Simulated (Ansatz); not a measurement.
**GeHF+ (doublet): from Hartree-Fock to the top rungs, cc-pVTZ**

An exercise on one series of results from a longer session: the logs are not shown, and one member is left open.

Method: cc-pVTZ, core rule «outside noble gas», up to 15 orbitals frozen; program: Ansatz 0.2.0, Gaussian basis.

Plan: UHF; CCSD(T) on ROHF; CCSD(T) on UHF; BCCD(T) on ROHF; CCSDT(Q) on ROHF; CCSDT(Q) on UHF.

14 further runs of the same task are left out: 10 for a known fault of the program, 4 set aside as unsound or not needed.

## What is computed

The geometry is a PBE0/def2-TZVP stationary point (not a proven minimum) of the parent state, kept for this charge and spin. No spin-orbit coupling is included. The filled d shell of Ge may be among the frozen orbitals whatever the setting's name suggests; the logs give the count.

3 atoms, charge 1, spin multiplicity 2.

Atoms are counted from 1 here; the program's logs count them from 0.

Bond lengths: Ge1–F2 1.745 Å, Ge1–H3 1.562 Å. Angles: F2–Ge1–H3 113.0°.

The first run:

File in.yaml:

```yaml
crystal:
  periodic: [false, false, false]
  atoms:
    - {symbol: Ge, position_ang: [0.000000, -0.039495, 0.349357]}
    - {symbol: F, position_ang: [0.000000, 0.079196, -1.391730]}
    - {symbol: H, position_ang: [0.000000, 1.353574, 1.054945]}
basis:
  gaussian: {orbitals: cc-pVTZ}
total_charge: 1
magnetization: {spin_polarized: true, initial_magnetization: 1}
hamiltonian: {xc: hf}
output: {orbitals: {seedname: orbitals}}
```

Started as:

```console
> ansatz run in.yaml --threads 1 --pin off --events-out ev --progress --plain --max-ram 2816MiB --backend cpu
```

Among the steps run: UHF; CCSD(T) on ROHF; CCSD(T) on UHF; BCCD(T) on ROHF; CCSDT(Q) on ROHF; CCSDT(Q) on UHF.

One of the session's tables, all rows but one given; the rest of the session is left out.

It belongs to the step «Misses and costs». 

```
   method  from UCCSDT(Q) (meV)
     ROHF               +9627.8
      UHF               +9493.5
     RMP2                +593.9
     UMP2                +571.9
    RCCSD                +358.0
    UCCSD                +347.5
 RCCSD(T)                 +38.5
 UCCSD(T)                 +31.7
  BCCD(T)                 +32.1
   RCCSDT                 +23.4
   UCCSDT                     ?
RCCSDT(Q)                 +15.3
UCCSDT(Q)                     0
```

Q: Estimate the row for UCCSDT from the others.

As computed: from UCCSDT(Q) (meV): +17.0. In the column «from UCCSDT(Q) (meV)» it lies between RCCSDT(Q) (+15.3) and RCCSDT (+23.4).

Limits of these values: Restricted and unrestricted rows rest on different reference determinants; where their highest levels disagree by more than a few hundredths of an eV, they describe different states and don't form one ladder.
